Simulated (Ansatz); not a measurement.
# CH₈AlFSi₂: one species, many methods

One table from this session's results is given with a row withheld; the runs are named, their logs left out.

Computed with Ansatz 0.2.0, Gaussian basis. Level: functionals in def2-TZVPP, the program's frozen cores in correlated methods.

Levels to be run: PBE-D4, r2SCAN-D4, PBE0-D4, B3LYP-D4, ωB97X-V, ωB97M-V, B2PLYP; CCSD(T)/def2-TZVPP; MP2/def2-QZVPP; extrapolation to the limit.

### The relaxed structure

An earlier PBE0-D4 in a triple-zeta def2 set relaxation fixed the geometry.

SMILES `C[SiH2][Al]([F])[SiH3]`, 13 atoms, charge 0, spin multiplicity 1.

Atoms are counted from 1 here; the program's logs count them from 0.

Bond lengths: C1–Si2 1.883 Å, C1–H6 1.092 Å, C1–H7 1.092 Å, C1–H8 1.092 Å, Si2–Al3 2.459 Å, Si2–H9 1.493 Å, Si2–H10 1.494 Å, Al3–F4 1.658 Å, Al3–Si5 2.461 Å, Si5–H11 1.492 Å, Si5–H12 1.490 Å, Si5–H13 1.493 Å. Angles: Si2–C1–H6 111.0°, Si2–C1–H7 111.0°, Si2–C1–H8 110.7°, H6–C1–H7 107.9°, H6–C1–H8 108.0°, H7–C1–H8 108.1°, C1–Si2–Al3 112.2°, C1–Si2–H9 109.7°, C1–Si2–H10 109.6°, Al3–Si2–H9 109.6°, Al3–Si2–H10 109.2°, H9–Si2–H10 106.5°, Si2–Al3–F4 117.3°, Si2–Al3–Si5 126.9°, F4–Al3–Si5 115.8°, Al3–Si5–H11 110.7°, Al3–Si5–H12 113.3°, Al3–Si5–H13 110.0° and more.

Set-up of the first run:

Contents of in.yaml:

```yaml
crystal:
  periodic: [false, false, false]
  atoms:
    - {symbol: C, position_ang: [-1.003226, -0.663362, 1.840887]}
    - {symbol: Si, position_ang: [0.166052, -1.617151, 0.715110]}
    - {symbol: Al, position_ang: [0.924757, -0.266558, -1.194390]}
    - {symbol: F, position_ang: [1.921180, -1.001445, -2.296736]}
    - {symbol: Si, position_ang: [0.341065, 2.075530, -1.672975]}
    - {symbol: H, position_ang: [-1.898602, -0.349246, 1.299860]}
    - {symbol: H, position_ang: [-0.520203, 0.232359, 2.237703]}
    - {symbol: H, position_ang: [-1.317366, -1.281348, 2.684837]}
    - {symbol: H, position_ang: [-0.511327, -2.851383, 0.216770]}
    - {symbol: H, position_ang: [1.353998, -2.072229, 1.498181]}
    - {symbol: H, position_ang: [0.056978, 2.816035, -0.409302]}
    - {symbol: H, position_ang: [1.409097, 2.809595, -2.407386]}
    - {symbol: H, position_ang: [-0.902005, 2.134401, -2.497758]}
basis:
  gaussian: {orbitals: def2-TZVPP}
hamiltonian: {xc: pbe, dispersion: d4}
output: {forces: true, orbitals: {seedname: orbitals}}
```

On the command line:

```
> ansatz run in.yaml --threads 4 --pin off --events-out ev --progress --plain --max-ram 10444MiB
```

Among the steps run: PBE-D4 (GGA); r2SCAN-D4 (meta-GGA); PBE0-D4 (hybrid); B3LYP-D4 (hybrid); ωB97X-V (range-separated); ωB97M-V (range-separated); B2PLYP (double hybrid); CCSD(T) in def2-TZVPP; MP2 in def2-QZVPP.

One table of the session follows, with a row left open; its other results are not shown here.

```
            method  atomisation energy (kcal/mol)
            PBE-D4                         1010.8
         r2SCAN-D4                         1014.8
           PBE0-D4                         1004.1
          B3LYP-D4                         1010.3
           ωB97X-V                         1019.7
           ωB97M-V                         1011.7
            B2PLYP                          999.0
     HF/def2-TZVPP                          775.9
    MP2/def2-TZVPP                              ?
   CCSD/def2-TZVPP                          980.7
CCSD(T)/def2-TZVPP                          990.7
           MP2/CBS                         1017.1
       CCSD(T)/CBS                         1015.8
```

Estimate the missing values for MP2/def2-TZVPP.

**Answer.** atomisation energy (kcal/mol): 992.0. In the column «atomisation energy (kcal/mol)» it lies between CCSD(T)/def2-TZVPP (990.7) and B2PLYP (999.0).

Limits of these values: Free atoms (1 C, 2 Si, 1 Al, 1 F, 8 H) were run apart at each level; the atomisation energy is their sum less the molecule, without zero-point or spin-orbit terms.
